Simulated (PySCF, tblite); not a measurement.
# C₂H₉AlO₂Si: geometry, infrared bands and NMR shifts

Wanted: the infrared bands and NMR shifts of C₂H₉AlO₂Si (`CC[O][AlH][O][SiH3]`), by calculation.

Programs: tblite 0.8.0 and PySCF 2.14.0, with density-fitted response routines of our own. Each step states its level of theory. These are calculated values for one molecule in the gas phase, unless marked as measured. Atoms are numbered from 0 throughout.

## 1. The molecule as given

15 atoms, charge 0, multiplicity 1; geometry from: force field or distance geometry start.

Bonds of the start (Å): C0–C1 1.50, C1–O2 1.41, O2–Al3 1.85, Al3–O4 1.84, O4–Si5 1.71, C0–H6 1.12, C0–H7 1.11, C0–H8 1.12, C1–H9 1.12, C1–H10 1.11, Al3–H11 1.60, Si5–H12 1.49, Si5–H13 1.47, Si5–H14 1.46.

## 2. Geometry optimisation with GFN2-xTB

What the job is given:

```
{"job": {"kind": "relax", "xc": "GFN2-xTB", "basis": "xTB"}, "charge": 0, "multiplicity": 1}
C     -2.778100    -0.410700     0.930600
C     -1.688500     0.217700     0.108500
O     -0.421100     0.067600     0.697700
Al     0.774000     0.896600    -0.443700
O      1.773200    -0.105600    -1.615100
Si     3.175800    -0.606000    -0.783300
H     -2.766600    -0.011100     1.973400
H     -3.749300    -0.109100     0.477600
H     -2.721400    -1.531500     0.943700
H     -1.743600    -0.261000    -0.898300
H     -1.888000     1.302100    -0.012700
H      1.441400     2.241800     0.098200
H      3.265100     0.226300     0.450300
H      4.376100    -0.453200    -1.620000
H      2.946500    -1.972800    -0.328700
```

Started as:

```bash
$ OMP_NUM_THREADS=1 python probes_run.py task.json out
```

The driver reads the jobs from task.json and runs them one after another.

**Question.** This job is followed by: GFN2-xTB harmonic vibrations, gas phase; GIAO PBE0/pcSseg-1 NMR shielding, non-relativistic, gas phase. Predict these results of the whole session: strongest single infrared mode (GFN2-xTB); zero-point energy (GFN2-xTB); 13C shifts against TMS (PBE0/pcSseg-1); 1H shifts against TMS (PBE0/pcSseg-1, means over atoms taken as alike); 17O shifts against H2O (PBE0/pcSseg-1); 27Al shifts against AlH4- (PBE0/pcSseg-1); 29Si shifts against TMS (PBE0/pcSseg-1).

**Answer**, as computed:

```
                                                              quantity                       value
                             strongest single infrared mode (GFN2-xTB)       1038 cm⁻¹, 492 km/mol
                                          zero-point energy (GFN2-xTB)               65.2 kcal/mol
                                13C shifts against TMS (PBE0/pcSseg-1)              65.2, 23.8 ppm
1H shifts against TMS (PBE0/pcSseg-1, means over atoms taken as alike)  5.26, 4.46, 3.43, 1.32 ppm
                                17O shifts against H2O (PBE0/pcSseg-1)              66.7, 40.9 ppm
                             27Al shifts against AlH4- (PBE0/pcSseg-1)                    14.4 ppm
                               29Si shifts against TMS (PBE0/pcSseg-1)                   -42.9 ppm
```

In words: Over 102 steps the energy fell by 2.136 eV; of the close pairs, O2–Al3 changed most, 1.849 to 1.644 Å. The lowest mode is slightly imaginary (14i cm⁻¹), a soft motion within the noise of the Hessian, so the minimum is not strictly shown. The strongest single mode, at 1038 cm⁻¹, moves mainly O4. GFN2-xTB is a fitted tight-binding method: band positions and strengths are rough. Its intensities can rank the bands wrongly. At PBE0/pcSseg-1: Shielding is most anisotropic at O2 (span 147 ppm, paramagnetic term -133 ppm).
